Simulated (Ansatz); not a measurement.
# CH4S2Si: the cost of one run

Method: RKS PBE/def2-SVP, in Ansatz 0.2.0.

## 1. The structure to begin with

Bond lengths: C1–Si2 1.884 Å, Si2–S3 2.136 Å, Si2–S4 2.136 Å, S3–S4 2.130 Å, C1–H5 1.086 Å, C1–H6 1.086 Å, C1–H7 1.088 Å, Si2–H8 1.448 Å. Angles: C1–Si2–S3 117.6°, C1–Si2–S4 117.7°, C1–Si2–H8 120.9°, S3–Si2–S4 59.8°, S3–Si2–H8 113.0°, S4–Si2–H8 113.0°, Si2–C1–H5 110.8°, Si2–C1–H6 110.7°, Si2–C1–H7 111.1°, H5–C1–H6 107.8°, H5–C1–H7 108.1°, H6–C1–H7 108.2°, Si2–S3–S4 60.1°, Si2–S4–S3 60.1°.

Coordinates:

```xyz
8

C    -0.5751    0.9400   -0.3668
Si    0.0386   -0.6540    0.4284
S     2.1160   -0.7846    0.9065
S     1.3298   -1.9049   -0.7254
H    -1.4782    0.7605   -0.9426
H    -0.8061    1.6835    0.3903
H     0.1753    1.3576   -1.0348
H    -0.8003   -1.3981    1.3443
```

## 2. End point A

input.yaml

```yaml
crystal:
  periodic: [false, false, false]
  atoms:
    - { symbol: C, position_ang: [-0.57514, 0.93996, -0.3668] }
    - { symbol: Si, position_ang: [0.0386, -0.65404, 0.42844] }
    - { symbol: S, position_ang: [2.11599, -0.78457, 0.90655] }
    - { symbol: S, position_ang: [1.32981, -1.90488, -0.72537] }
    - { symbol: H, position_ang: [-1.4782, 0.76051, -0.9426] }
    - { symbol: H, position_ang: [-0.80605, 1.68352, 0.39026] }
    - { symbol: H, position_ang: [0.17529, 1.35764, -1.03478] }
    - { symbol: H, position_ang: [-0.80031, -1.39813, 1.3443] }
basis:
  gaussian: { orbitals: def2-SVP }
hamiltonian:
  xc: pbe
relax:
  f_tol: 0.02
  max_steps: 50
```

Launch:

```sh
> ansatz run input.yaml --threads 2 --pin off --max-ram 3072MiB --backend cpu --events-out ev --progress --plain --runs-dir out
```

What time and memory should one allow on 2 threads of Intel Xeon Platinum 8488C (Sapphire Rapids), shared host?

About 5.7 s, with a peak of 0.14 GiB.
